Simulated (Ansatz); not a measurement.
# BrCl3FH2OTa: the cost of one run

Program: Ansatz 0.2.0. Level of theory: RKS PBE/def2-SVP. These are calculated values, not measurements.

## Step 1: The system as given

Bond lengths: Ta1–F2 2.280 Å, Ta1–Cl3 2.470 Å, Ta1–Cl4 2.470 Å, Ta1–Cl5 2.470 Å, Ta1–O6 2.020 Å, O6–H7 1.010 Å, Ta1–Br8 2.950 Å, Cl3–Br8 2.638 Å. Angles (14 of 18 angles, heavy atoms first): F2–Ta1–Cl3 90.0°, F2–Ta1–Cl4 90.0°, F2–Ta1–Cl5 120.0°, F2–Ta1–O6 120.0°, F2–Ta1–Br8 71.6°, Cl3–Ta1–Cl4 180.0°, Cl3–Ta1–Cl5 90.0°, Cl3–Ta1–O6 90.0°, Cl3–Ta1–Br8 57.4°, Cl4–Ta1–Cl5 90.0°, Cl4–Ta1–O6 90.0°, Cl4–Ta1–Br8 122.6°, Cl5–Ta1–O6 120.0°, Cl5–Ta1–Br8 58.7°.

As a file:

```xyz
9

Ta    0.0000    0.0000    0.0000
F     2.2800    0.0000    0.0000
Cl    0.0000    0.0000    2.4700
Cl    0.0000    0.0000   -2.4700
Cl   -1.2350    2.1390    0.0000
O    -1.0100   -1.7493    0.0000
H    -1.6563   -1.7655    0.7760
Br    0.9302    2.3057    1.5878
H     2.1654    1.0463    0.7206
```

## Step 2: A restrained relaxation towards end A

Springs on the bonds that form and break draw the guess towards this end; the thresholds are loose.

input.yaml

```yaml
crystal:
  periodic: [false, false, false]
  atoms:
    - { symbol: Ta, position_ang: [0.0, 0.0, 0.0] }
    - { symbol: F, position_ang: [2.28, 0.0, 0.0] }
    - { symbol: Cl, position_ang: [0.0, 0.0, 2.47] }
    - { symbol: Cl, position_ang: [0.0, 0.0, -2.47] }
    - { symbol: Cl, position_ang: [-1.235, 2.139, 0.0] }
    - { symbol: O, position_ang: [-1.01, -1.7493, 0.0] }
    - { symbol: H, position_ang: [-1.6563, -1.7655, 0.776] }
    - { symbol: Br, position_ang: [0.9302, 2.3057, 1.5878] }
    - { symbol: H, position_ang: [2.1654, 1.0463, 0.7206] }
basis:
  gaussian: { orbitals: def2-SVP }
hamiltonian:
  xc: pbe
relax:
  f_tol: 0.15
  max_steps: 25
  restrain:
    - { distance: [0, 7], at: 3.85, k: 30.0 }
    - { distance: [8, 1], at: 2.12, k: 30.0 }
    - { distance: [0, 1], at: 1.93, k: 30.0 }
    - { distance: [8, 7], at: 1.55, k: 30.0 }
output:
  orbitals: {}
```

The run is started by

```sh
> ansatz run input.yaml --threads 4 --pin off --max-ram 5120MiB --backend cpu --events-out ev --progress --plain --runs-dir out
```

What time and memory should one allow on 4 threads of Arm Neoverse V1, shared host?

About 41 s, with a peak of 0.28 GiB.
